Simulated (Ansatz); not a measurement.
Input of an Ansatz 0.2.0 run:

The input input.yaml:

```yaml
crystal:
  lattice:
    - [6.839136, -3.066006, 0.0]
    - [6.839136, 3.066006, 0.0]
    - [-6.830977, 0.0, 6.847609]
  atoms:
    - { symbol: Te, position: [0.594702, 0.594702, 0.386433] }
    - { symbol: Te, position: [0.795288, 0.795288, 0.196112] }
    - { symbol: Te, position: [0.008324, 0.008324, 0.006435] }
    - { symbol: Te, position: [0.206519, 0.206519, 0.809803] }
    - { symbol: Te, position: [0.399959, 0.399959, 0.597118] }
    - { symbol: Sb, position: [0.901708, 0.901708, 0.587873] }
    - { symbol: Sb, position: [0.11187, 0.11187, 0.417352] }
    - { symbol: Ge, position: [0.284287, 0.284287, 0.18783] }
    - { symbol: Ge, position: [0.497343, 0.497343, 0.011044] }
hamiltonian:
  xc: pbe
  pseudopotentials: { kind: paw }
kpoints:
  mp_grid: { grid: [5, 5, 4] }
scf:
  occupations: { method: gaussian, width: 0.014 }
output:
  forces: true
  stress: true
  eigenvalues: true
```

Potentials or basis: Ansatz PAW.

Launch:

```console
$ ansatz run input.yaml --threads 4 --pin off --max-ram 11264MiB --backend cpu --events-out ev --progress --plain --runs-dir out
```

Q: What does it give for the band gap on the k mesh?

A: 0.26 eV, indirect (least direct gap 0.33 eV).

Q: Predict the pressure.

A: -0.1 GPa.

Q: What does it give for the largest force?

A: 0.197 eV/Å.

Forces in eV/Å, atoms in the order of the input:
```
Te   0.019  0.000  0.073
Te  -0.004  0.000 -0.033
Te  -0.008  0.000  0.026
Te   0.051  0.000 -0.051
Te   0.102  0.000 -0.012
Sb   0.048  0.000 -0.129
Sb  -0.034  0.000  0.055
Ge  -0.195  0.000 -0.031
Ge   0.021  0.000  0.101
```

Caveat: odd divisions of the mesh miss points on the zone boundary, where band edges often lie, so the gap on the mesh can be too wide; spin-orbit coupling is left out, which moves the levels of the heavy elements. A k mesh can miss the band edges.
